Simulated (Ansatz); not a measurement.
# Rb2Tl4SnHg: the cost of one run

All numbers below are computed with Ansatz 0.2.0 (DFT, PBE, no spin polarisation, plane waves, PAW).

### Step 1. The structure

It takes space group I-42m (No. 121, tetragonal). The conventional cell has a = 8.575 Å, b = 8.575 Å, c = 7.193 Å, α = 90.00°, β = 90.00°, γ = 90.00°. Hg (site symmetry -42m) has 4 Tl at 2.79 Å as nearest neighbours. Tl (site symmetry m) has 1 Sn at 2.71 Å and 1 Hg at 2.79 Å as nearest neighbours. Sn (site symmetry -42m) is surrounded by 4 Tl at 2.71 Å. Rb (site symmetry 222) is surrounded by 2 Rb at 3.60 Å and 8 Tl at 3.62 to 3.68 Å.

Structure file:

```cif
data_structure
_symmetry_space_group_name_H-M 'P 1'
_symmetry_Int_Tables_number 1
_cell_length_a 7.0500
_cell_length_b 7.0500
_cell_length_c 7.0500
_cell_angle_alpha 105.085
_cell_angle_beta 105.085
_cell_angle_gamma 118.653
_cell_volume 264.47
loop_
_atom_site_label
_atom_site_type_symbol
_atom_site_fract_x
_atom_site_fract_y
_atom_site_fract_z
_atom_site_occupancy
Hg1 Hg 0.00000 0.00000 0.00000 1
Tl1 Tl 0.42970 0.42970 0.34220 1
Tl2 Tl 0.57030 0.91250 0.00000 1
Tl3 Tl 0.08750 0.08750 0.65780 1
Tl4 Tl 0.91250 0.57030 0.00000 1
Sn1 Sn 0.50000 0.50000 0.00000 1
Rb1 Rb 0.00000 0.50000 0.50000 1
Rb2 Rb 0.50000 0.00000 0.50000 1
```

The first density is read from a saved solution for the starting cell.

### Step 2. Relaxing

input.yaml reads:

```yaml
crystal:
  lattice:
    - [-4.287617, 4.287617, 3.596492]
    - [4.287617, -4.287617, 3.596492]
    - [4.287617, 4.287617, -3.596492]
  atoms:
    - { symbol: Hg, position: [0.0, 0.0, 0.0] }
    - { symbol: Tl, position: [0.4297, 0.4297, 0.3422] }
    - { symbol: Tl, position: [0.5703, 0.9125, 0.0] }
    - { symbol: Tl, position: [0.0875, 0.0875, 0.6578] }
    - { symbol: Tl, position: [0.9125, 0.5703, 0.0] }
    - { symbol: Sn, position: [0.5, 0.5, 0.0] }
    - { symbol: Rb, position: [0.0, 0.5, 0.5] }
    - { symbol: Rb, position: [0.5, 0.0, 0.5] }
  symmetry: { tolerance: 0.0003 }
kpoints:
  mp_grid: { grid: [6, 6, 6], shift: [0, 0, 0] }
magnetization:
  spin_polarized: false
scf:
  occupations: { method: fermi_dirac }
  lower_state_search: "off"
hamiltonian:
  pseudopotentials: { kind: paw }
  xc: pbe
basis:
  ecutwfc: 420
  fft_grid_basis: typed
relax:
  max_steps: 60
  cell: { p_target: 0.0 }
  f_tol: 0.03
output:
  forces: true
  stress: true
  eigenvalues: true
  bader: true
  populations: true
  elf: true
  write_potential: true
  volumetric_format: npy
  dos:
    e_range: [-12, 8]
    de: 0.05
    projected: { site_lists: { Hg: [Hg], Rb: [Rb], Sn: [Sn], Tl: [Tl] } }
checkpoint:
  read: saved_state
```

Started as:

```bash
$ ansatz run input.yaml --threads 2 --pin off --max-ram 2560MiB --backend cpu --events-out ev --progress --plain --runs-dir out
```

**Question.** How long does this run take on 2 threads of Arm Neoverse V1, shared host, and how much memory does it need?

About 13 min, with a peak of 0.93 GiB.
